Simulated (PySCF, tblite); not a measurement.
**C₈H₁₅Al: geometry, infrared bands and NMR shifts**

What infrared bands and NMR shifts should C₈H₁₅Al (`C=C(C)C1C[CH2][AlH][CH2]C1`) show?

Computed with tblite 0.8.0 and PySCF 2.14.0, with density-fitted response routines of our own, on a single molecule in the gas phase. Atoms count from 0, in the outputs and in this text.

### 1 The starting structure

24 atoms, charge 0, multiplicity 1; geometry from: force field or distance geometry start.

Bonds of the start (Å): C0–C1 1.30, C1–C2 1.50, C1–C3 1.49, C3–C4 1.53, C4–C5 1.53, C5–Al6 2.02, Al6–C7 1.99, C7–C8 1.55, C8–C3 1.50, C0–H9 1.12, C0–H10 1.06, C2–H11 1.09, C2–H12 1.11, C2–H13 1.13, C3–H14 1.13, C4–H15 1.11, C4–H16 1.11, C5–H17 1.09, C5–H18 1.11, Al6–H19 1.60, C7–H20 1.11, C7–H21 1.11, C8–H22 1.09, C8–H23 1.13.

### 2 Optimising the geometry with GFN2-xTB

Job settings and geometry (Å):

```
{"job": {"kind": "relax", "xc": "GFN2-xTB", "basis": "xTB"}, "charge": 0, "multiplicity": 1}
C     -2.323800     0.535700    -1.068600
C     -1.593200     0.298900    -0.024900
C     -2.300600     0.066600     1.279700
C     -0.108700     0.230800     0.037500
C      0.254800    -1.146000     0.604900
C      1.636800    -1.166000     1.257800
Al     2.825200    -0.217600    -0.078700
C      1.884800     1.037200    -1.296500
C      0.426400     0.512600    -1.331200
H     -3.431200     0.552200    -0.880000
H     -2.038600     0.715800    -2.073200
H     -1.653700     0.141500     2.147900
H     -2.719400    -0.961800     1.254800
H     -3.203800     0.738500     1.372800
H      0.209500     1.017500     0.790500
H      0.144500    -1.955100    -0.139800
H     -0.464400    -1.344600     1.421000
H      1.694400    -0.592600     2.178700
H      2.044000    -2.199400     1.349500
H      4.403000    -0.115200     0.174300
H      1.802600     2.065000    -0.898600
H      2.311100     0.959700    -2.313800
H      0.396900    -0.425800    -1.890500
H     -0.208400     1.272000    -1.866100
```

Command:

```sh
OMP_NUM_THREADS=1 python probes_run.py task.json out
```

The driver reads the jobs from task.json and runs them one after another.

**Question.** This job is followed by: GFN2-xTB harmonic vibrations, gas phase; GIAO PBE0/pcSseg-1 NMR shielding, non-relativistic, gas phase. What will the session give for the following? strongest single infrared mode (GFN2-xTB); zero-point energy (GFN2-xTB); ¹³C shifts against TMS (PBE0/pcSseg-1, means over atoms taken as alike); ¹H shifts against TMS (PBE0/pcSseg-1, means over atoms taken as alike); ²⁷Al shifts against AlH4- (PBE0/pcSseg-1).

**Answer**, as computed:

```
                                                               quantity                                                     value
                              strongest single infrared mode (GFN2-xTB)                                     1794 cm⁻¹, 581 km/mol
                                           zero-point energy (GFN2-xTB)                                            126.0 kcal/mol
¹³C shifts against TMS (PBE0/pcSseg-1, means over atoms taken as alike)                  165.4, 113.0, 57.2, 39.8, 28.3, 21.0 ppm
 ¹H shifts against TMS (PBE0/pcSseg-1, means over atoms taken as alike)  5.64, 5.03, 4.75, 2.39, 1.96, 1.54, 1.25, 1.02, 0.84 ppm
                              ²⁷Al shifts against AlH4- (PBE0/pcSseg-1)                                                 234.7 ppm
```

**Reading.** The optimisation took 119 steps and gained 0.819 eV; among the close pairs (by a distance rule), Al6–H19 changed most, from 1.601 to 1.545 Å. No mode is imaginary among the 66: a minimum at this level. The strongest single mode, at 1794 cm⁻¹, moves mainly H19. Unscaled tight-binding wavenumbers are off by several per cent, some by more. Its intensities can rank the bands wrongly. At PBE0/pcSseg-1: The largest span, 262 ppm, is at C1, where the paramagnetic term is -240 ppm.
